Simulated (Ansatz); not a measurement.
# Be (bcc type): how the settings move a single-point run

How sensitive is a single-point run of Be (bcc type) to its settings? A reference run comes first, then one run with altered input.

Method: reference: DFT, PBEsol, all-electron PAW with datasets made for the crystal, scalar-relativistic, in Ansatz 0.2.0.

1 further run of the same task is left out (it didn't finish). Runs told in other sessions of the task aren't counted.

## 1. The structure to begin with

Symmetry: Im-3m, No. 229, cubic system. The conventional cell has a = 1.979 Å, b = 1.979 Å, c = 1.979 Å, α = 90.00°, β = 90.00°, γ = 90.00°. Around Be (site symmetry m-3m) lie 8 Be at 1.71 Å.

Coordinates:

```
CELL_PARAMETERS angstrom
-0.98945 0.98945 0.98945
0.98945 -0.98945 0.98945
0.98945 0.98945 -0.98945
ATOMIC_POSITIONS crystal
Be 0.00000 0.00000 0.00000
```

## 2. The reference run

Contents of input.yaml:

```yaml
crystal:
  lattice:
    - [-0.9894501814, 0.9894501814, 0.9894501814]
    - [0.9894501814, -0.9894501814, 0.9894501814]
    - [0.9894501814, 0.9894501814, -0.9894501814]
  atoms:
    - { symbol: Be, position: [0.0, 0.0, 0.0] }
kpoints:
  mp_grid: { grid: [23, 23, 23] }
scf:
  occupations: { method: fermi_dirac, width: 0.1 }
hamiltonian:
  xc: pbesol
  pseudopotentials: { kind: all_electron, datasets: crystal }
output:
  forces: true
  stress: true
  eigenvalues: true
```

Command:

```console
> ansatz run input.yaml --threads 1 --pin off --max-ram 2048MiB --backend cpu --events-out ev --progress --plain --runs-dir out
```

## 3. A further run, with the input changed

input.yaml, as its differences from that of step 2:

```diff
@@ -11,2 +11,3 @@
   occupations: { method: fermi_dirac, width: 0.1 }
+  algorithm: direct_min
 hamiltonian:
```

(Steps that only read results are left out.)

Q: Predict the outcome of this session. Wanted: for each run, ending; energy change.

As calculated:

```csv
run,ending,energy change,cycles,time
reference,converged,-,7,2 s
1: scf.algorithm direct_min,refused,-,-,0.15 s
```

Residual by cycle in the longest SCF loop of each run; runs are numbered as in the table. The quantity is the density residual dr2, in eV.

```csv
cycle,reference
1,0.00221
2,5.2e-4
3,3.7e-6
4,1.8e-7
5,3.9e-8
6,5.5e-10
7,1.7e-12
```

With the changed solver the run ends refused. The structure is not at rest: the sound run finds 271 GPa, so these are no properties of the relaxed crystal.  1 of the 1 altered inputs did not end normally.
